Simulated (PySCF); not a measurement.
# C₁₀H₁₆S: circular dichroism and optical rotation, excited states

Wanted: circular dichroism and optical rotation, excited states for C₁₀H₁₆S (`CSC1=C=CCCCCCC1`).

Programs: PySCF 2.14.0, with routines of our own; each step states its level. All values are computed. Atoms count from 0.

### 1 The system as given

27 atoms, charge 0, multiplicity 1; geometry from: GFN2-xTB.

### 2 Optimising the geometry at PBE0-D3(BJ)/def2-SVP

The job: settings as JSON, then the geometry in Å.

```
{"job": {"xc": "PBE0", "basis": "def2-SVP", "d3": "d3bj", "grid": 2, "kind": "geom"}, "charge": 0, "multiplicity": 1}
C      3.186957    -0.657808     0.915028
S      2.713034     0.956178     0.244231
C      1.267112     0.499564    -0.696833
C      0.937428    -0.744631    -0.884003
C      0.350661    -1.903289    -0.822539
C     -0.703362    -2.173369     0.228096
C     -1.258133    -0.871720     0.814218
C     -1.943277    -0.027324    -0.268179
C     -1.879446     1.486909    -0.056499
C     -0.483441     2.124870    -0.035718
C      0.467069     1.682956    -1.164984
H      3.429490    -1.329983     0.096427
H      4.056434    -0.494718     1.543804
H      2.364761    -1.059395     1.500714
H      0.551709    -2.694266    -1.532237
H     -1.511762    -2.746155    -0.234189
H     -0.278406    -2.792413     1.025092
H     -0.436094    -0.310868     1.258026
H     -1.965787    -1.103054     1.612850
H     -1.494675    -0.258093    -1.234132
H     -2.996396    -0.313358    -0.328408
H     -2.454222     1.949905    -0.863336
H     -2.375980     1.740648     0.883748
H      0.003264     1.924139     0.920774
H     -0.621928     3.206817    -0.096825
H     -0.097688     1.435191    -2.064250
H      1.152783     2.499691    -1.398293
```

The run is started by

```sh
> OMP_NUM_THREADS=1 python excited_run.py task.json out
```

The driver reads the jobs from task.json and runs them one after another.

What it wrote:

```text
step   0  E = -787.84238703  max force = 0.015531
step   1  E = -787.84560160  max force = 0.002419
step   2  E = -787.84570498  max force = 0.000802
step   3  E = -787.84571286  max force = 0.000501
step   4  E = -787.84571852  max force = 0.000175
optimisation converged
```

Wall time 4 min (1 thread of Intel Xeon Platinum 8488C, shared host); peak memory 1.1 GiB.

The steps of the relaxation:

```csv
step,energy from step 0 (eV),largest force component (eV/Å)
0,0.0000,0.7986
1,-0.0875,0.1244
2,-0.0903,0.0412
3,-0.0905,0.0258
4,-0.0907,0.0090
```

Close pairs (by a distance rule), those that changed most:

```csv
bond,before (Å),after (Å),change (Å)
C4–H14,1.082,1.097,+0.016
C2–C3,1.301,1.315,+0.015
C0–H11,1.087,1.100,+0.013
C3–C4,1.300,1.314,+0.013
C0–S1,1.811,1.798,-0.013
S1–C2,1.785,1.771,-0.013
C0–H12,1.085,1.099,+0.013
C0–H13,1.086,1.099,+0.013
```

The end geometry stands in the next job.

```csv
at the end point,value
point group (found at 0.08 Å tolerance),C1
"rotational constants (GHz, main isotopes)","1.253, 0.811, 0.582"
dipole moment (D),1.27
```

### 3 Circular dichroism and optical rotation: TDDFT CAM-B3LYP/def2-SVP

The job: settings as JSON, then the geometry in Å.

```
{"job": {"kind": "ecd", "xc": "CAM-B3LYP", "basis": "def2-SVP", "nstates": 12}, "charge": 0, "multiplicity": 1}
C      3.133245    -0.837789     1.125585
S      2.593867     0.749864     0.477683
C      1.221085     0.270592    -0.534070
C      0.879843    -0.983750    -0.733727
C      0.270854    -2.146492    -0.682195
C     -0.818810    -2.401809     0.339989
C     -1.382036    -1.112057     0.934622
C     -2.063448    -0.236097    -0.125247
C     -1.976706     1.275933     0.068676
C     -0.579381     1.906573     0.099275
C      0.401345     1.452852    -1.000107
H      3.381139    -1.525498     0.303620
H      4.032001    -0.643895     1.726717
H      2.358650    -1.294024     1.758369
H      0.494045    -2.939909    -1.406847
H     -1.624979    -2.975632    -0.151131
H     -0.433040    -3.060893     1.138938
H     -0.558659    -0.559555     1.415785
H     -2.091747    -1.357617     1.741177
H     -1.640309    -0.479746    -1.112866
H     -3.128560    -0.515149    -0.193193
H     -2.552306     1.745056    -0.748478
H     -2.497570     1.564646     0.998732
H     -0.096351     1.728723     1.074217
H     -0.707393     2.999504     0.035293
H     -0.133988     1.190081    -1.925448
H      1.082522     2.281222    -1.255738
```

With the program's defaults for keys left out, this is: TDDFT CAM-B3LYP/def2-SVP circular dichroism and optical rotation, one conformer, gas phase.

What it wrote:

```text
coarse grid: 22408 points
cycle   1  E = -788.0265989011  dE =  1.570e+00  |g| = 3.452e-01  |ddm| = 5.591e+00
cycle   2  E = -788.0476879482  dE = -2.109e-02  |g| = 2.763e-01  |ddm| = 7.663e-01
cycle   3  E = -788.0660707125  dE = -1.838e-02  |g| = 6.557e-02  |ddm| = 3.850e-01
cycle   4  E = -788.0670012339  dE = -9.305e-04  |g| = 3.146e-02  |ddm| = 1.249e-01
cycle   5  E = -788.0672563293  dE = -2.551e-04  |g| = 6.328e-03  |ddm| = 4.984e-02
cycle   6  E = -788.0672668553  dE = -1.053e-05  |g| = 1.709e-03  |ddm| = 1.105e-02
cycle   7  E = -788.0672676188  dE = -7.635e-07  |g| = 7.582e-04  |ddm| = 3.198e-03
final grid: 209784 points
cycle   8  E = -788.1903228246  dE = -7.253e-05  |g| = 4.196e-03  |ddm| = 5.282e-02
cycle   9  E = -788.1903244524  dE = -1.628e-06  |g| = 3.653e-03  |ddm| = 1.071e-02
cycle  10  E = -788.1903278995  dE = -3.447e-06  |g| = 5.219e-04  |ddm| = 4.243e-03
cycle  11  E = -788.1903279583  dE = -5.885e-08  |g| = 2.778e-04  |ddm| = 1.175e-03
cycle  12  E = -788.1903279782  dE = -1.988e-08  |g| = 9.588e-05  |ddm| = 4.922e-04
cycle  13  E = -788.1903279807  dE = -2.464e-09  |g| = 1.085e-05  |ddm| = 1.645e-04
cycle  14  E = -788.1903279807  dE = -5.230e-11  |g| = 4.791e-06  |ddm| = 3.959e-05
converged SCF energy = -788.1903279807

Singlet excitations and rotatory strengths (1e-40 esu^2 cm^2)
state   eV       nm     f(len)   f(vel)    R(len)    R(vel)   main configurations
  1   4.6818   264.8  0.00108  0.00096     7.443     7.719   H->L 0.87
  2   5.8284   212.7  0.03658  0.03187   -55.008   -52.444   H->L+1 0.38, H-1->L+1 0.29, H-1->L 0.22
  3   5.9892   207.0  0.08576  0.07842   161.401   151.337   H->L+1 0.33, H-1->L+1 0.27, H->L+3 0.11
  4   6.2030   199.9  0.09351  0.08559   -63.080   -60.623   H->L+3 0.23, H->L+2 0.22, H->L+1 0.14
  5   6.9823   177.6  0.31493  0.29829    13.548     9.705   H-1->L 0.53, H-1->L+1 0.22
  6   6.9928   177.3  0.06959  0.07854   -31.537   -41.606   H->L+2 0.54, H->L+4 0.11, H-1->L 0.09
  7   7.2842   170.2  0.12645  0.12161   117.427   119.728   H-2->L 0.61, H->L+3 0.13
  8   7.6861   161.3  0.03010  0.02976    -4.358    -4.966   H->L+3 0.21, H->L+5 0.19, H->L+4 0.12
  9   7.7977   159.0  0.02862  0.02768    13.150    12.280   H->L+5 0.49, H->L+7 0.27, H-2->L+1 0.12
 10   7.9206   156.5  0.00835  0.00708    18.448    14.856   H-1->L+2 0.39, H->L+7 0.18, H->L+4 0.15
 11   7.9629   155.7  0.02362  0.02333   -23.929   -25.047   H-2->L+1 0.40, H-1->L+2 0.16, H->L+4 0.12
 12   7.9923   155.1  0.06108  0.05931    33.736    41.297   H-1->L+2 0.31, H-2->L+1 0.22, H->L+7 0.21

Specific rotation (deg / (dm g/mL))
    nm     length   length(OI)   velocity    alpha(len)  alpha(vel)
  633.0     578.62     575.68     522.84      124.821    119.280
  589.3     682.98     679.41     617.49      125.339    119.790
  546.0     818.77     814.32     740.79      125.993    120.434
  436.0    1451.23    1442.18    1317.15      128.771    123.168
  405.0    1782.58    1770.79    1620.47      130.079    124.451
  365.0    2440.87    2423.11    2225.97      132.426    126.753
  355.0    2672.13    2652.14    2439.67      133.181    127.492
```

Wall time 3.6 min (1 thread of Intel Xeon Platinum 8488C, shared host); peak memory 1.4 GiB.

The fields below are evaluated on a grid from the run's orbitals.

Frontier orbitals at CAM-B3LYP/def2-SVP, with the share of their density that lies nearest to each atom:

```csv
orbital,energy (eV),lies on
HOMO,-7.06,S1 47 %; C3 24 %; C2 11 %
LUMO,1.36,"C3, C4 about 24 % each; S1 13 %; C2 12 %"
```

ELF in a plane through or near 7 of the atoms.

Values, 10 rows by 14 columns:
```
0.00 0.00 0.00 0.00 0.00 0.00 0.00 0.00 0.00 0.00 0.00 0.00 0.00 0.00
0.00 0.00 0.00 0.00 0.00 0.00 0.00 0.00 0.00 0.00 0.00 0.00 0.00 0.00
0.00 0.00 0.00 0.11 0.77 0.77 0.06 0.02 0.43 0.99 0.09 0.00 0.00 0.00
0.00 0.00 0.13 0.09 0.34 0.61 0.23 0.27 0.20 0.70 0.02 0.01 0.00 0.00
0.00 0.01 0.25 0.53 0.77 0.35 0.57 0.05 0.64 0.20 0.91 0.41 0.00 0.00
0.00 0.00 0.14 0.64 0.28 0.06 0.19 0.09 0.48 0.89 0.10 0.01 0.00 0.00
0.00 0.00 0.00 0.01 0.01 0.09 0.28 0.81 0.86 0.94 0.98 0.04 0.00 0.00
0.00 0.00 0.00 0.00 0.00 0.61 0.96 0.55 0.04 0.12 0.70 0.00 0.00 0.00
0.00 0.00 0.00 0.00 0.00 0.19 0.14 0.37 0.10 0.00 0.00 0.00 0.00 0.00
0.00 0.00 0.00 0.00 0.00 0.00 0.00 0.00 0.00 0.00 0.00 0.00 0.00 0.00
```
The map spans 13.5 Å across and 11.4 Å up, centred on the molecule. Atoms in the plane (x, y in Å): S1 (-2.1, 2.0), C5 (-0.3, -2.3), C7 (1.8, -0.8), C8 (2.3, 0.5), C9 (1.3, 1.7), H20 (2.7, -1.5), H24 (1.9, 2.6).

On the surface of density 0.002 e/bohr³ the electrostatic potential runs, from the 1st to the 99th percentile, from -0.87 V near S1 to 0.72 V near H12.

### 4 Excited states: TDA CAM-B3LYP/def2-SVP

Settings changed since step 3:

```diff
@@ -1,2 +1,2 @@
-{"job": {"kind": "ecd", "xc": "CAM-B3LYP", "basis": "def2-SVP", "nstates": 12}, "charge": 0, "multiplicity": 1}
+{"job": {"kind": "states", "xc": "CAM-B3LYP", "basis": "def2-SVP", "tda": true, "soc": true, "nstates": 6, "ntriplets": 5, "nquad": 4}, "charge": 0, "multiplicity": 1}
 C      3.133245    -0.837789     1.125585
```

Level: TDA CAM-B3LYP/def2-SVP excited states, vertical, gas phase, spin-orbit mean-field couplings.

What it wrote:

```text
coarse grid: 22408 points
cycle   1  E = -788.0265989011  dE =  1.570e+00  |g| = 3.452e-01  |ddm| = 5.591e+00
cycle   2  E = -788.0476879482  dE = -2.109e-02  |g| = 2.763e-01  |ddm| = 7.663e-01
cycle   3  E = -788.0660707125  dE = -1.838e-02  |g| = 6.557e-02  |ddm| = 3.850e-01
cycle   4  E = -788.0670012339  dE = -9.305e-04  |g| = 3.146e-02  |ddm| = 1.249e-01
cycle   5  E = -788.0672563293  dE = -2.551e-04  |g| = 6.328e-03  |ddm| = 4.984e-02
cycle   6  E = -788.0672668553  dE = -1.053e-05  |g| = 1.709e-03  |ddm| = 1.105e-02
cycle   7  E = -788.0672676188  dE = -7.635e-07  |g| = 7.582e-04  |ddm| = 3.198e-03
final grid: 209784 points
cycle   8  E = -788.1903228246  dE = -7.253e-05  |g| = 4.196e-03  |ddm| = 5.282e-02
cycle   9  E = -788.1903244524  dE = -1.628e-06  |g| = 3.653e-03  |ddm| = 1.071e-02
cycle  10  E = -788.1903278995  dE = -3.447e-06  |g| = 5.219e-04  |ddm| = 4.243e-03
cycle  11  E = -788.1903279583  dE = -5.885e-08  |g| = 2.778e-04  |ddm| = 1.175e-03
cycle  12  E = -788.1903279782  dE = -1.988e-08  |g| = 9.588e-05  |ddm| = 4.922e-04
cycle  13  E = -788.1903279807  dE = -2.463e-09  |g| = 1.085e-05  |ddm| = 1.645e-04
cycle  14  E = -788.1903279807  dE = -5.366e-11  |g| = 4.791e-06  |ddm| = 3.959e-05
converged SCF energy = -788.1903279807

Singlet excitations
state   eV       nm        f     d(h-e)  d(exc)  Lambda  PR(NTO)  |dmu|/D   mu/D   main configurations
  1   4.7141   263.0   0.00115   0.927   2.917   0.604   1.038    2.214    1.426   H->L 0.85, H->L+1 0.09
  2   5.9145   209.6   0.00469   0.749   2.765   0.632   1.050    1.604    2.784   H-1->L+1 0.54, H-1->L 0.24, H->L+1 0.09
  3   6.0737   204.1   0.06655   0.221   2.857   0.536   1.167    0.322    0.913   H->L+1 0.35, H->L+3 0.19, H->L+2 0.14
  4   6.3008   196.8   0.17408   0.720   2.947   0.563   1.406    1.534    1.157   H->L+1 0.34, H->L+2 0.14, H-1->L+1 0.14
  5   6.9977   177.2   0.00218   1.579   3.684   0.422   1.143                     H->L+2 0.62, H->L+4 0.15
  6   7.1982   172.2   0.16440   0.468   3.254   0.620   1.532                     H-1->L 0.34, H-2->L 0.32, H->L+3 0.12

Triplet excitations (Tamm-Dancoff)
state   eV     d(h-e)  d(exc)  Lambda  PR(NTO)   main configurations
  1   3.8037   0.353   2.517   0.636   1.125   H->L 0.44, H->L+1 0.33
  2   4.3226   0.133   2.512   0.699   1.528   H-1->L 0.43, H->L+1 0.33, H->L 0.08
  3   4.4628   0.489   2.701   0.663   1.139   H->L 0.39, H-1->L 0.32, H->L+1 0.16
  4   5.5819   0.351   2.605   0.472   1.859   H->L+3 0.25, H-1->L+1 0.19, H->L+2 0.18
  5   5.7050   0.687   2.685   0.549   1.595   H-1->L+1 0.66, H->L+3 0.08
S1 - T1 = 0.9104 eV

Spin-orbit couplings |<S|Hso|T>| (cm-1)
             T1       T2       T3       T4       T5
S0       19.806   39.548   69.255  111.680   76.489
S1       24.748   10.078   20.291   29.541   17.799
S2       24.946    7.527    5.515   15.058   15.441
S3       14.515   17.431   27.990   20.626   21.903
S4        8.086   11.764   31.926   25.370   24.568
S5        5.929    4.719    4.070    9.500    5.768
S6       13.797   24.921   11.452   22.648   11.759
T1 sublevels (cm-1): 0.000 0.025 0.036   radiative rates (1/s): 121 0.59 15.6
```

Wall time 2 min (1 thread of Intel Xeon Platinum 8488C, shared host); peak memory 1.2 GiB.

From this job:

```csv
quantity,value
S1 less T1,0.91 eV
```

### 5 What came out

| quantity | value |
| --- | --- |
| point group | C1 |
| rotational constants (main isotopes) | 1.25, 0.81, 0.58 GHz |
| state of largest rotatory strength (velocity form) among 12 (step 3, TDDFT CAM-B3LYP/def2-SVP) | 5.99 eV, R = +151.3 (velocity), +161.4 (length) ·10⁻⁴⁰ esu² cm² |
| specific rotation at 633.0 nm (step 3, TDDFT CAM-B3LYP/def2-SVP) | 522.8 (velocity), 578.6 (length) |
| surface potential, 1st and 99th percentile | -0.87 V and 0.72 V |
| S1 less T1 (step 4, TDA CAM-B3LYP/def2-SVP) | 0.91 eV |

In words: Relaxing lowered the energy by 0.091 eV in 4 steps; the close pair that moved most is C4–H14, from 1.082 to 1.097 Å. Rotations belong to one conformer and to the handedness of the start. The length form depends on the origin in a finite basis. In step 4, the number of triplets below S1 is 3, and the largest singlet-triplet spin-orbit coupling is S0–T4, 111.68 cm⁻¹.
